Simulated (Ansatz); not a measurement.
# C2H8BNO: the cost of one run

Program: Ansatz 0.2.0. Level of theory: RKS r2SCANh/def2-SVP. These are calculated values, not measurements.

### 1 The starting structure

Bond lengths: C1–B2 1.548 Å, B2–O3 1.434 Å, B2–C4 1.622 Å, C4–N5 1.444 Å, C1–H6 1.170 Å, C1–H7 1.120 Å, C1–H8 1.056 Å, O3–H9 1.056 Å, C4–H10 1.039 Å, C4–H11 1.154 Å, N5–H12 1.034 Å, N5–H13 1.104 Å. Angles (14 of 19 angles, heavy atoms first): C1–B2–O3 117.5°, C1–B2–C4 124.8°, O3–B2–C4 117.8°, B2–C4–N5 109.8°, B2–C1–H6 109.5°, B2–C1–H7 109.4°, B2–C1–H8 113.0°, B2–O3–H9 105.2°, B2–C4–H10 109.8°, B2–C4–H11 104.3°, N5–C4–H10 113.5°, N5–C4–H11 107.1°, C4–N5–H12 108.3°, C4–N5–H13 112.2°.

Structure file:

```xyz
13

C    -1.1736   -0.6921    0.9648
B     0.2098   -0.6956    0.2695
O     1.1993   -1.6044    0.7704
C     0.6052    0.2225   -1.0078
N     0.4603    1.6186   -0.6700
H    -1.4194    0.3887    1.3408
H    -1.9703   -0.9107    0.2087
H    -1.2236   -1.3535    1.7868
H     1.7306   -1.0590    1.5015
H     1.5577   -0.0263   -1.3388
H    -0.2024   -0.0217   -1.7946
H     0.8450    2.1818   -1.4469
H    -0.5983    1.9168   -0.5697
```

### 2 Relaxing end A

Contents of input.yaml:

```yaml
crystal:
  periodic: [false, false, false]
  atoms:
    - { symbol: C, position_ang: [-1.1736, -0.6921, 0.9648] }
    - { symbol: B, position_ang: [0.2098, -0.6956, 0.2695] }
    - { symbol: O, position_ang: [1.1993, -1.6044, 0.7704] }
    - { symbol: C, position_ang: [0.6052, 0.2225, -1.0078] }
    - { symbol: "N", position_ang: [0.4603, 1.6186, -0.67] }
    - { symbol: H, position_ang: [-1.4194, 0.3887, 1.3408] }
    - { symbol: H, position_ang: [-1.9703, -0.9107, 0.2087] }
    - { symbol: H, position_ang: [-1.2236, -1.3535, 1.7868] }
    - { symbol: H, position_ang: [1.7306, -1.059, 1.5015] }
    - { symbol: H, position_ang: [1.5577, -0.0263, -1.3388] }
    - { symbol: H, position_ang: [-0.2024, -0.0217, -1.7946] }
    - { symbol: H, position_ang: [0.845, 2.1818, -1.4469] }
    - { symbol: H, position_ang: [-0.5983, 1.9168, -0.5697] }
basis:
  gaussian: { orbitals: def2-SVP }
hamiltonian:
  xc: r2scanh
relax:
  f_tol: 0.015
  max_steps: 40
```

Command:

```
> ansatz run input.yaml --threads 2 --pin off --max-ram 3072MiB --backend cpu --events-out ev --progress --plain --runs-dir out
```

**Question.** How long does this run take on 2 threads of Intel Xeon Platinum 8488C (Sapphire Rapids), shared host, and how much memory does it need?

About 1.9 min, with a peak of 0.27 GiB.
